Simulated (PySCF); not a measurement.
# A diatomic session: NaSb−

The task here is to estimate one member of a computed series from the others.

Program: PySCF 2.14.0. Level of theory: Na aug-cc-pVDZ, Sb aug-cc-pVDZ-PP with ECP28, scalar-relativistic core potentials. These are calculated values, not measurements.

3 further runs of the same task are left out: 3 set aside as unsound or not needed.

The first run:

Settings of the job:

```yaml
atoms: Na, Sb
charge: -1
basis: Na aug-cc-pVDZ, Sb aug-cc-pVDZ-PP with ECP28
Hamiltonian: scalar-relativistic core potentials
basis_functions: 59
electrons_treated: 35
masses_in_u: 22.9898, 120.9038
levels: PBE0, PBE, r²SCAN, TPSSh, M06-2X, LDA, ωB97X, MP2, SCS-MP2
grid: 80 radial by 434 angular points
occupations: held fixed by the projection of orbital angular momentum
dissociation_limit: Na + Sb−, each in its ground configuration
starting_distance_in_angstrom: 3.040
values_of_2S_to_try: 1, 3
```

On the command line:

```sh
> OMP_NUM_THREADS=1 python dia.py task.json out
```

Steps of the session up to this table: Set-up; PBE0 along the bond; Higher solutions at PBE0; PBE (GGA); r²SCAN (meta-GGA); TPSSh (hybrid meta-GGA); M06-2X (hybrid meta-GGA); LDA; ωB97X (range-separated hybrid).

One of the session's tables, all rows but one given; the rest of the session is left out.

Energy (eV) from each level's lowest point:

```
R (Å)  UHF-MP2  UHF-SCS-MP2    LDA    PBE  r²SCAN
2.693    0.293        0.301  0.168  0.248   0.255
2.818    0.140        0.147  0.064  0.113   0.115
2.943    0.051        0.055  0.013  0.038   0.038
3.037    0.015        0.018  0.000  0.010   0.010
3.131    0.000        0.001  0.003  0.000   0.000
3.225        ?            ?      ?      ?       ?
3.350    0.019        0.017  0.050  0.024   0.025
3.507    0.062        0.058  0.104  0.065   0.067
3.695    0.131        0.123  0.177  0.126   0.130
3.945    0.232        0.221  0.276  0.214   0.220
```

Estimate the missing values for R (Å) = 3.225.

Worked estimate for «UHF-MP2». A straight line through the neighbours (3.131, 0.000) and (3.350, 0.019) gives 0.000 + (0.019 − 0.000) × (3.225 − 3.131) / (3.350 − 3.131) = 0.008; a parabola fitted to 4 rows on both sides gives 0.002.

The run gave: UHF-MP2: 0.000; UHF-SCS-MP2: 0.000; LDA: 0.018; PBE: 0.004; r²SCAN: 0.004. In «UHF-MP2» the line misses by +0.008 and the parabola by +0.002.

To keep in mind: At some levels the lowest empty orbital lies below the highest filled one (the two can be of opposite spin).
